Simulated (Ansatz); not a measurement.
InAg:

```
CELL_PARAMETERS angstrom
3.46479 0.00000 0.00000
0.00000 3.46479 0.00000
0.00000 0.00000 3.46479
ATOMIC_POSITIONS crystal
In 0.50000 0.50000 0.50000
Ag 0.00000 0.00000 0.00000
```

The cell comes from a database or a generator and needn't be the stable form of this composition.

```yaml
Program: Ansatz 0.2.0
Task: relaxation of cell and atoms
Functional: PBE
Potentials_or_basis: Ansatz PAW
Cutoff: "420 eV (not typed: the program's choice for these potentials)"
k_mesh: 8 × 8 × 8
Occupations: fermi-dirac, width 0.05 eV
Spin: no spin polarisation
```

At the start: volume 20.80 Å³/atom.

Question: How do energy, volume and symmetry change on relaxing?

Answer: It ends after 5 steps and the volume is 21.58 Å³/atom (+3.8 %); space group Pm-3m (No. 221, to 0.05 Å).

Step by step:
```csv
step,energy change (eV),largest force (eV/Å),volume (Å³)
1,0.0000,0.0000,41.59
2,-0.0087,0.0000,43.63
3,-0.0097,0.0000,43.20
4,-0.0097,0.0000,43.15
5,-0.0102,0.0000,43.15
```

Final structure:
```cif
data_structure
_symmetry_space_group_name_H-M 'P 1'
_symmetry_Int_Tables_number 1
_cell_length_a 3.5076
_cell_length_b 3.5076
_cell_length_c 3.5076
_cell_angle_alpha 90.000
_cell_angle_beta 90.000
_cell_angle_gamma 90.000
_cell_volume 43.15
loop_
_atom_site_label
_atom_site_type_symbol
_atom_site_fract_x
_atom_site_fract_y
_atom_site_fract_z
_atom_site_occupancy
In1 In 0.50000 0.50000 0.50000 1
Ag1 Ag 0.00000 0.00000 0.00000 1
```

Caveat: the plane-wave basis is chosen anew once the cell has moved, so the energies of steps on either side of that aren't comparable.
